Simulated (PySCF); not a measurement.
# Towards the basis-set limit for AsH−

What constants does extrapolated CCSD(T) give for AsH−, and what does each step add?

Program: PySCF 2.14.0. Level of theory: CCSD(T) on ROHF, scalar-relativistic core potentials. These are calculated values, not measurements.

2 further runs of the same task are left out: 2 set aside as unsound or not needed.

### Step 1. The job

```yaml
molecule: AsH−
state: doublet, unpaired electrons π ↑
smaller_basis: As aug-cc-pwCVDZ-PP with ECP10, H aug-cc-pVDZ
larger_basis: As aug-cc-pwCVTZ-PP with ECP10, H aug-cc-pVTZ
frozen_core_orbitals: 4
extrapolation: correlation as n⁻³ (n = 2, 3), Hartree–Fock as (n+1)·exp(−9√n)
corrections: none
distances_Å: 1.3729, 1.4353, 1.4977, 1.5601, 1.6225, 1.7005, 1.7785
masses_u: 74.9216, 1.0078
dissociation_limit: As− + H
```

Launch:

```
> OMP_NUM_THREADS=4 python comp.py task.json out
```

### Step 2. The runs

Before running it: what results should come out? Wanted: for each run, Re; ωe; ωexe; αe; De.

**Answer**, as computed:

```
                 level  Re (Å)  ωe (cm⁻¹)  ωexe (cm⁻¹)  αe (cm⁻¹)  De (eV)
CCSD(T), smaller basis  1.5439     2025.7         42.9      0.230    2.990
 CCSD(T), larger basis  1.5356     2045.2         42.2      0.232    3.118
                HF/CBS  1.5296     2133.8         39.7      0.214    2.109
               MP2/CBS  1.5187     2144.5         37.7      0.214    3.049
              CCSD/CBS  1.5299     2076.6         41.1      0.228    3.122
           CCSD(T)/CBS  1.5333     2054.5         41.7      0.231    3.167
```

What this shows: The last step gives Re = 1.5333 Å, ωe = 2054.5 cm⁻¹ and De = 3.167 eV; the smaller basis alone is off from it by +10.6 mÅ and -0.18 eV. Near the minimum the mean field binds by 2.10 eV and correlation adds 1.06 eV of binding. T1 is 0.014. Spin–orbit coupling and excitations beyond (T) are left out.
